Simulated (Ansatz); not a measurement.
# One shape, several levels: [CSO3F3]− (trifluoromethanesulfonate)

Aim: a comparison of 6 runs (HF/STO-3G, HF/3-21G, HF/def2-SVP, PBE0/def2-SVP, r2SCAN/6-31G*, PBE0/def2-SVPD) of [CSO3F3]− (trifluoromethanesulfonate). 

The calculation is run with Ansatz 0.2.0.

4 further runs of the same task are left out: 2 that didn't finish, 2 set aside as unsound or not needed. Runs told in other sessions of the task aren't counted.

### Step 1. The structure to begin with

The species is [CSO3F3]− (8 atoms), meant as a singlet with charge -1. SMILES: `[O-]S(=O)(=O)C(F)(F)F`. Geometry: relaxed at PBE0-D4/def2-TZVPD.

Bond lengths: O1–S2 1.447 Å, S2–O3 1.447 Å, S2–O4 1.447 Å, S2–C5 1.853 Å, C5–F6 1.341 Å, C5–F7 1.341 Å, C5–F8 1.341 Å. Some angles: O1–S2–O3 115.5°, O1–S2–O4 115.5°, O1–S2–C5 102.4°, O3–S2–O4 115.5°, O3–S2–C5 102.4°, O4–S2–C5 102.4°, S2–C5–F6 111.9°, S2–C5–F7 111.9°, S2–C5–F8 111.9°, F6–C5–F7 106.9°.

### Step 2. Energy and forces at HF/STO-3G (run 1)

The input, input.yaml:

```yaml
crystal:
  periodic: [false, false, false]
  atoms:
    - {symbol: O, position_ang: [-0.452120, -1.793850, 0.534600]}
    - {symbol: S, position_ang: [0.514500, -0.855220, 0.007850]}
    - {symbol: O, position_ang: [1.622110, -0.542800, 0.884460]}
    - {symbol: O, position_ang: [0.853150, -1.026290, -1.388190]}
    - {symbol: C, position_ang: [-0.440870, 0.732840, -0.006730]}
    - {symbol: F, position_ang: [-0.854330, 1.079580, 1.221330]}
    - {symbol: F, position_ang: [0.292430, 1.753940, -0.474640]}
    - {symbol: F, position_ang: [-1.534870, 0.651830, -0.778680]}
basis:
  gaussian: {orbitals: STO-3G}
total_charge: -1
hamiltonian: {xc: hf}
accuracy: high
output: {forces: true, orbitals: {seedname: orbitals}}
```

Run with:

```sh
$ ansatz run input.yaml --threads 1 --pin off --max-ram 3480MiB --events-out events.jsonl --progress --plain --runs-dir runs
```

The program printed:

```text
Warning: RAYON_NUM_THREADS=1 ignored (pool sized by the plan → 1); use --threads N
Functional definition: HF
  name "HF"
  exchange = exact_x
  correlation = 0
1015 factors; integrals over basis functions are off by at most 4.9e-8 eV
mean field evaluation 1: about -25716.8882 eV, gradient 6.6e1 eV
mean field evaluation 2: about -25717.2127 eV, gradient 6.6e1 eV
mean field evaluation 4: about -25732.3143 eV, gradient 3.9e0 eV
mean field evaluation 8: about -25732.4150 eV, gradient 4.5e-4 eV
mean field -25732.41503026 eV, -945.6488103046 hartree, gradient 1.7e-8 eV, S^2 0.000000; 0 other end points of the search recorded, 0 dependent functions left out
the calculation of the forces begins
reference -25732.41503026 eV, -945.6488103046 hartree; 37, 37 occupied and 7, 7 virtual orbitals, 1015 factors
Total energy: -25732.41503026 eV, -945.6488103046 hartree
Atom 0 at    -0.452120    -1.793850     0.534600 Å, force    -7.106279    -6.941145     3.881107 eV/Å
Atom 1 at     0.514500    -0.855220     0.007850 Å, force    -1.149314     1.910998    -0.018313 eV/Å
Atom 2 at     1.622110    -0.542800     0.884460 Å, force     8.175773     2.276111     6.458675 eV/Å
Atom 3 at     0.853150    -1.026290    -1.388190 Å, force     2.510241    -1.285883   -10.284365 eV/Å
Atom 4 at    -0.440870     0.732840    -0.006730 Å, force    -0.807857     1.343199    -0.012402 eV/Å
Atom 5 at    -0.854330     1.079580     1.221330 Å, force    -0.846407     0.737334     2.414171 eV/Å
Atom 6 at     0.292430     1.753940    -0.474640 Å, force     1.408460     2.063178    -0.920502 eV/Å
Atom 7 at    -1.534870     0.651830    -0.778680 Å, force    -2.184617    -0.103793    -1.518370 eV/Å
Dipole moment:    -0.430703     0.715932    -0.006574 e Å
```

It took 1.8 s on 1 thread of Arm Neoverse V2, shared host; peak memory 0.12 GiB.

### Step 3. Energy and forces at HF/3-21G (run 2)

The input, run.yaml:

```yaml
basis:
  gaussian:
    orbitals: 3-21G.json
crystal:
  periodic: [false, false, false]
  atoms:
    - {symbol: O, position_ang: [-0.452120, -1.793850, 0.534600]}
    - {symbol: S, position_ang: [0.514500, -0.855220, 0.007850]}
    - {symbol: O, position_ang: [1.622110, -0.542800, 0.884460]}
    - {symbol: O, position_ang: [0.853150, -1.026290, -1.388190]}
    - {symbol: C, position_ang: [-0.440870, 0.732840, -0.006730]}
    - {symbol: F, position_ang: [-0.854330, 1.079580, 1.221330]}
    - {symbol: F, position_ang: [0.292430, 1.753940, -0.474640]}
    - {symbol: F, position_ang: [-1.534870, 0.651830, -0.778680]}
total_charge: -1
hamiltonian:
  xc: hf
accuracy: high
output: {forces: true, orbitals: {seedname: orbitals}}
```

The basis set 3-21G is read from a file made from the Basis Set Exchange's data (not shown).

Run with:

```sh
$ ansatz run run.yaml --threads 1 --pin off --max-ram 3480MiB --events-out events.jsonl --progress --plain --runs-dir runs
```

The program printed:

```text
Warning: RAYON_NUM_THREADS=1 ignored (pool sized by the plan → 1); use --threads N
[... 4 set-up lines as earlier in the session ...]
1706 factors; integrals over basis functions are off by at most 5.3e-9 eV
mean field evaluation 1: about -25922.3101 eV, gradient 6.6e1 eV
mean field evaluation 2: about -25923.0328 eV, gradient 6.7e1 eV
mean field evaluation 4: about -25933.2204 eV, gradient 3.7e0 eV
mean field evaluation 8: about -25933.3206 eV, gradient 4.1e-1 eV
mean field evaluation 16: about -25933.3213 eV, gradient 3.5e-7 eV
mean field -25933.32134087 eV, -953.0319810403 hartree, gradient 2.3e-8 eV, S^2 0.000000; 0 other end points of the search recorded, 0 dependent functions left out
the calculation of the forces begins
reference -25933.32134087 eV, -953.0319810403 hartree; 37, 37 occupied and 39, 39 virtual orbitals, 1706 factors
Total energy: -25933.32134087 eV, -953.0319810403 hartree
Atom 0 at    -0.452120    -1.793850     0.534600 Å, force    -5.196239    -4.924224     2.806041 eV/Å
Atom 1 at     0.514500    -0.855220     0.007850 Å, force    -2.244592     3.731646    -0.035080 eV/Å
Atom 2 at     1.622110    -0.542800     0.884460 Å, force     5.855198     1.741385     4.669527 eV/Å
Atom 3 at     0.853150    -1.026290    -1.388190 Å, force     1.757650    -0.834692    -7.437857 eV/Å
Atom 4 at    -0.440870     0.732840    -0.006730 Å, force    -0.219734     0.365479    -0.003392 eV/Å
Atom 5 at    -0.854330     1.079580     1.221330 Å, force    -0.049652    -0.061161     0.517714 eV/Å
Atom 6 at     0.292430     1.753940    -0.474640 Å, force     0.432510     0.222215    -0.194326 eV/Å
Atom 7 at    -1.534870     0.651830    -0.778680 Å, force    -0.335140    -0.240648    -0.322627 eV/Å
Dipole moment:    -0.472635     0.785633    -0.007214 e Å
```

Run time: 2.9 s. Hardware: 1 thread of Arm Neoverse V2, shared host; peak memory 0.22 GiB.

Runs 3 to 4 aren't shown in full; the table further down has their settings and results.

### Step 4. Energy and gradient at r2SCAN/6-31G(d) (spherical functions) (run 5)

The input, in.yaml:

```yaml
crystal:
  periodic: [false, false, false]
  atoms:
    - {symbol: O, position_ang: [-0.452120, -1.793850, 0.534600]}
    - {symbol: S, position_ang: [0.514500, -0.855220, 0.007850]}
    - {symbol: O, position_ang: [1.622110, -0.542800, 0.884460]}
    - {symbol: O, position_ang: [0.853150, -1.026290, -1.388190]}
    - {symbol: C, position_ang: [-0.440870, 0.732840, -0.006730]}
    - {symbol: F, position_ang: [-0.854330, 1.079580, 1.221330]}
    - {symbol: F, position_ang: [0.292430, 1.753940, -0.474640]}
    - {symbol: F, position_ang: [-1.534870, 0.651830, -0.778680]}
basis:
  gaussian: {orbitals: 6-31G_st_-spherical.json}
total_charge: -1
hamiltonian: {xc: {name: r2SCAN}}
accuracy: high
output: {forces: true, orbitals: {seedname: orbitals}}
```

The basis set 6-31G* is read from a file made from the Basis Set Exchange's data (not shown).

Run with:

```sh
$ ansatz run in.yaml --threads 1 --pin off --max-ram 3480MiB --events-out events.jsonl --progress --plain --runs-dir runs
```

The program printed:

```text
Warning: RAYON_NUM_THREADS=1 ignored (pool sized by the plan → 1); use --threads N
Functional definition: r2SCAN
  name "r2SCAN"
  parameter k0 = 0.174
  parameter k1 = 0.065
  parameter a1 = 4.9479
  exchange = r2scan_x(k0 = k0, k1 = k1, a1 = a1)
  correlation = r2scan_c
2604 factors; integrals over basis functions are off by at most 3.3e-9 eV
mean field evaluation 1: about -26145.4465 eV, gradient 7.9e1 eV
mean field evaluation 2: about -26100.2598 eV, gradient 1.8e2 eV
mean field evaluation 4: about -26156.2708 eV, gradient 5.5e0 eV
mean field evaluation 8: about -26156.3203 eV, gradient 3.5e-1 eV
mean field evaluation 16: about -26156.3205 eV, gradient 5.8e-5 eV
mean field -26156.32050697 eV, -961.2270492405 hartree, gradient 5.2e-8 eV, S^2 0.000000; 0 other end points of the search recorded, 0 dependent functions left out
the calculation of the forces begins
reference -26156.32050735 eV, -961.2270492541 hartree; 37, 37 occupied and 79, 79 virtual orbitals, 2604 factors
Total energy: -26156.32050735 eV, -961.2270492541 hartree
Atom 0 at    -0.452120    -1.793850     0.534600 Å, force    -1.468747    -1.362989     0.787153 eV/Å
Atom 1 at     0.514500    -0.855220     0.007850 Å, force    -0.647706     1.077144    -0.010646 eV/Å
Atom 2 at     1.622110    -0.542800     0.884460 Å, force     1.631553     0.506967     1.309593 eV/Å
Atom 3 at     0.853150    -1.026290    -1.388190 Å, force     0.481742    -0.215819    -2.086159 eV/Å
Atom 4 at    -0.440870     0.732840    -0.006730 Å, force     0.331095    -0.550177     0.004919 eV/Å
Atom 5 at    -0.854330     1.079580     1.221330 Å, force    -0.184968     0.141630     0.596149 eV/Å
Atom 6 at     0.292430     1.753940    -0.474640 Å, force     0.371891     0.468980    -0.226480 eV/Å
Atom 7 at    -1.534870     0.651830    -0.778680 Å, force    -0.514860    -0.065736    -0.374528 eV/Å
Dipole moment:    -0.457284     0.760108    -0.006972 e Å
```

Run time: 33 s. Hardware: 1 thread of Arm Neoverse V2, shared host; peak memory 0.43 GiB.

### Step 5. Energy and forces at PBE0/def2-SVPD (run 6)

The input, molecule.yaml:

```yaml
crystal:
  periodic: [false, false, false]
  atoms:
    - symbol: O
      position_ang: [-0.452120, -1.793850, 0.534600]
    - symbol: S
      position_ang: [0.514500, -0.855220, 0.007850]
    - symbol: O
      position_ang: [1.622110, -0.542800, 0.884460]
    - symbol: O
      position_ang: [0.853150, -1.026290, -1.388190]
    - symbol: C
      position_ang: [-0.440870, 0.732840, -0.006730]
    - symbol: F
      position_ang: [-0.854330, 1.079580, 1.221330]
    - symbol: F
      position_ang: [0.292430, 1.753940, -0.474640]
    - symbol: F
      position_ang: [-1.534870, 0.651830, -0.778680]
basis:
  gaussian:
    orbitals: def2-SVPD
accuracy: high
total_charge: -1
output:
  forces: true
  orbitals: {seedname: orbitals}
hamiltonian:
  xc: {name: PBE0}
magnetization:
  spin_polarized: false
  initial_magnetization: 0
```

Run with:

```sh
$ ansatz run molecule.yaml --threads 1 --pin off --max-ram 3480MiB --events-out events.jsonl --progress --plain --runs-dir runs
```

The program printed:

```text
Warning: RAYON_NUM_THREADS=1 ignored (pool sized by the plan → 1); use --threads N
Functional definition: PBE0
  name "PBE0"
  parameter a = 0.25
  parameter kappa = 0.804
  parameter beta = 0.06672455060314922
  exchange = (1 - a)*pbe_x(kappa = kappa, mu = beta*pi^2/3) + a*exact_x
  correlation = pbe_c(beta = beta)
3689 factors; integrals over basis functions are off by at most 3.2e-9 eV
mean field evaluation 1: about -26120.0043 eV, gradient 8.1e1 eV
mean field evaluation 2: about -26089.6553 eV, gradient 1.6e2 eV
mean field evaluation 4: about -26131.4374 eV, gradient 2.9e0 eV
mean field evaluation 8: about -26131.9369 eV, gradient 5.6e-1 eV
mean field evaluation 16: about -26131.9375 eV, gradient 2.4e-4 eV
mean field -26131.93753194 eV, -960.3309914353 hartree, gradient 3.6e-8 eV, S^2 0.000000; 0 other end points of the search recorded, 0 dependent functions left out
the calculation of the forces begins
reference -26131.93753498 eV, -960.3309915471 hartree; 37, 37 occupied and 148, 148 virtual orbitals, 3689 factors
Total energy: -26131.93753498 eV, -960.3309915471 hartree
Atom 0 at    -0.452120    -1.793850     0.534600 Å, force    -1.249978    -1.208812     0.680394 eV/Å
Atom 1 at     0.514500    -0.855220     0.007850 Å, force    -0.421750     0.701464    -0.006974 eV/Å
Atom 2 at     1.622110    -0.542800     0.884460 Å, force     1.428408     0.406664     1.131571 eV/Å
Atom 3 at     0.853150    -1.026290    -1.388190 Å, force     0.434924    -0.217759    -1.802053 eV/Å
Atom 4 at    -0.440870     0.732840    -0.006730 Å, force    -0.251814     0.418707    -0.003873 eV/Å
Atom 5 at    -0.854330     1.079580     1.221330 Å, force     0.020090    -0.033369    -0.002404 eV/Å
Atom 6 at     0.292430     1.753940    -0.474640 Å, force     0.018120    -0.034672     0.001656 eV/Å
Atom 7 at    -1.534870     0.651830    -0.778680 Å, force     0.021999    -0.032223     0.001684 eV/Å
Dipole moment:    -0.429191     0.713409    -0.006541 e Å
```

It took 49 s on 1 thread of Arm Neoverse V2, shared host; peak memory 1.1 GiB.

### Step 6. All runs side by side

```csv
run,level,energy (Eh),HOMO energy (eV),LUMO energy (eV),HOMO–LUMO gap (eV),wall time
1,HF/STO-3G,-945.648810,-0.93,16.07,17.00,1.8 s
2,HF/3-21G,-953.031981,-7.02,11.51,18.53,2.9 s
3,HF/def2-SVP,-957.694259,-6.98,12.38,19.37,9.3 s
4,PBE0/def2-SVP,-960.257456,-2.31,8.08,10.38,18 s
5,r2SCAN/6-31G* (spherical functions),-961.227049,-1.00,7.37,8.37,33 s
6,PBE0/def2-SVPD,-960.330992,-3.12,4.37,7.49,49 s
```

### Step 7. Results

| quantity | value |
| --- | --- |
| run 6: total energy | -960.33099 Eh |
| run 6: HOMO energy | -3.12 eV |
| run 6: LUMO energy | 4.37 eV |
| run 6: HOMO–LUMO gap (to an unbound level, set by the basis) | 7.49 eV |
| run 6: largest force on an atom | 1.867 eV/Å |

**Reading.** The HOMO–LUMO gap runs from 7.49 eV (PBE0/def2-SVPD) to 19.37 eV (HF/def2-SVP). The two ends differ in method and basis. The empty levels of an anion lie above zero and hang on the basis. Totals of different functionals can't be ranked against each other. In run 1 the basis is minimal, so the values are rough. All runs together took 1.9 min, the longest 49 s.
